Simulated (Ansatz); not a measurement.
# TiO2: the cost of one run

Computed with Ansatz 0.2.0 (DFT PBE, scalar-relativistic, plane waves, PAW, unless a step's input says otherwise).

## Step 1: The system as given

It takes space group P4_2/mnm (No. 136, tetragonal). Conventional cell: a = 4.592 Å, b = 4.592 Å, c = 2.957 Å, α = 90.00°, β = 90.00°, γ = 90.00°. Ti (site symmetry mmm) has 6 O at 1.95 to 1.98 Å as nearest neighbours. O (site symmetry m2m) has 3 Ti at 1.95 to 1.98 Å as nearest neighbours.

Coordinates:

```xyz
6
Lattice="4.5922 0.0000 0.0000 0.0000 4.5922 0.0000 0.0000 0.0000 2.9574" Properties=species:S:1:pos:R:3 pbc="T T T"
Ti    0.0000    0.0000    0.0000
Ti    2.2961    2.2961    1.4787
O     1.4004    1.4004    0.0000
O     0.8957    3.6965    1.4787
O     3.1918    3.1918    0.0000
O     3.6965    0.8957    1.4787
```

The structure rests on an entry of the Crystallography Open Database; cell or positions may have been set otherwise for this series.

## Step 2: Phonons: TiO2, no spin

input.yaml reads:

```yaml
crystal:
  lattice:
    - [4.5922, 0.0, 0.0]
    - [0.0, 4.5922, 0.0]
    - [0.0, 0.0, 2.9574]
  atoms:
    - { symbol: Ti, position: [0.0, 0.0, 0.0] }
    - { symbol: Ti, position: [0.5, 0.5, 0.5] }
    - { symbol: O, position: [0.30496, 0.30496, 0.0] }
    - { symbol: O, position: [0.19504, 0.80496, 0.5] }
    - { symbol: O, position: [0.69504, 0.69504, 0.0] }
    - { symbol: O, position: [0.80496, 0.19504, 0.5] }
scf:
  occupations: { method: fixed }
output:
  forces: true
  stress: true
  eigenvalues: true
kpoints:
  mp_grid: { grid: [6, 6, 9] }
hamiltonian:
  xc: pbe
phonons:
  method: dfpt
  dielectric: true
  rigid_motions: translations
```

On the command line:

```sh
$ ansatz run input.yaml --threads 8 --pin off --max-ram 32768MiB --backend cpu --events-out ev --progress --plain --runs-dir out
```

**Question.** How long does this run take on 8 threads of Arm Neoverse V1, shared host, and how much memory does it need?

About 52 s, with a peak of 1.6 GiB.
